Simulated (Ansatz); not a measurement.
The system is LiMo.

```
Li Mo
1.0
     2.67346    0.00000    0.00000
    -1.33673    2.31528    0.00000
     0.00000    0.00000    5.00471
Li Mo
1 1
Direct
  0.00000 0.00000 0.00000
  0.33333 0.66667 0.50000
```

The cell was built by a generator and needn't be a form met in nature.

Base run:

```yaml
Program: Ansatz 0.2.0
Functional: r2SCAN
Potentials_or_basis: Ansatz PAW
Cutoff: 500 eV
Density_cutoff: 2000 eV
k_mesh: 11 × 11 × 6
Occupations: fermi-dirac, width 0.05 eV
Spin: no spin polarisation
```

Its results: band gap on the k mesh none (metal or under the smearing width); pressure -0.1 GPa.

Question: The run is repeated on the same cell with these changes: functional from r2SCAN to revPBE; cutoff from 500 eV to 420 eV; density cutoff from 2000 eV to 1680 eV. What comes out?

Answer: Band gap on the k mesh none (metal or under the smearing width); pressure 2.7 GPa.

Caveats: the PAW data sets come from PBE, with cores solved anew for the run's functional, which leaves a small shift of forces and pressure; the potentials were made for another functional, which shifts forces and pressure (some runs).

Not every run made on this cell is shown here.
